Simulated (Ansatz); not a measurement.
Task: harmonic frequencies at the relaxed geometry of Rb2 (charge +1), with Ansatz's Python interface. Give the script and its output. Level of theory (for the species named): r2SCAN, def2-SVP basis, multiplicity 2.

```yaml
atoms:
  - { symbol: Rb, position_ang: [0.0000, 0.0000, 0.0000] }
  - { symbol: Rb, position_ang: [0.0000, 0.0000, 4.2200] }
```

The script, `rb2_freq.py`:
```python
import ansatz
from ase import Atoms
import numpy as np

atoms = Atoms(["Rb", "Rb"], positions=[
    (0.0, 0.0, 0.0),
    (0.0, 0.0, 4.22),
])
mol = ansatz.Crystal.molecule_from_ase(atoms)

model = (
    mol.calculation()
    .basis(gaussian="def2-SVP")
    .functional("r2scan")
    .charge(1)
    .spin("collinear", total=1)
)
symbols = [site.symbol for site in mol.cartesian_sites]
start = np.array([site.position_ang for site in mol.cartesian_sites], dtype=float)
data = model.relax(force_tolerance=0.003).run(threads=1, backend="cpu").report
end = np.array(data["positions_ang"])

print("final positions (A) and the move of each atom")
for symbol, xyz, old in zip(symbols, end, start):
    print(f"{symbol:2s} {xyz[0]:10.5f} {xyz[1]:10.5f} {xyz[2]:10.5f}   {np.linalg.norm(xyz - old):7.4f}")

minimum = ansatz.Crystal.molecule()
for symbol, place in zip(symbols, end):
    minimum = minimum.atom(symbol, place.tolist())
vibrating = (
    minimum.calculation()
    .basis(gaussian="def2-SVP")
    .functional("r2scan")
    .charge(1)
    .spin("collinear", total=1)
    .phonons(temperatures=(100, 500, 100))
)
vib = vibrating.run(threads=1, backend="cpu").report["vibrations"]
sums = vib["harmonic_sums"]
modes = [m["omega_inv_cm"] for m in sums["modes_at_gamma"] if m["rigid_motion"] == "no"]
for number, w in enumerate(modes, start=1):
    print(f"mode {number:2d} {w:9.1f} 1/cm {w / 8065.544 * 1000:8.2f} meV")
print("imaginary modes:", sum(w < 0 for w in modes), " zero-point energy:", round(sums["zero_point_energy_ev"], 4), "eV")
```

`python rb2_freq.py` gives:
```text
final positions (A) and the move of each atom
Rb    0.00000   -0.00000   -0.40076    0.4008
Rb   -0.00000    0.00000    4.62076    0.4008
mode  1      38.5 1/cm     4.77 meV
imaginary modes: 0  zero-point energy: 0.0024 eV
```

Notes:
- The frequencies are harmonic and unscaled, in a modest basis.
- def2 sets replace the cores of elements past krypton by effective core potentials.
- The run takes the species as open-shell (spin multiplicity 2), which needn't be its ground state.
- The spin state was assumed, and another may lie lower.
- Hardware and time: 56 s on 1 thread of Arm Neoverse V1, on a shared host, peak memory 0.32 GiB.
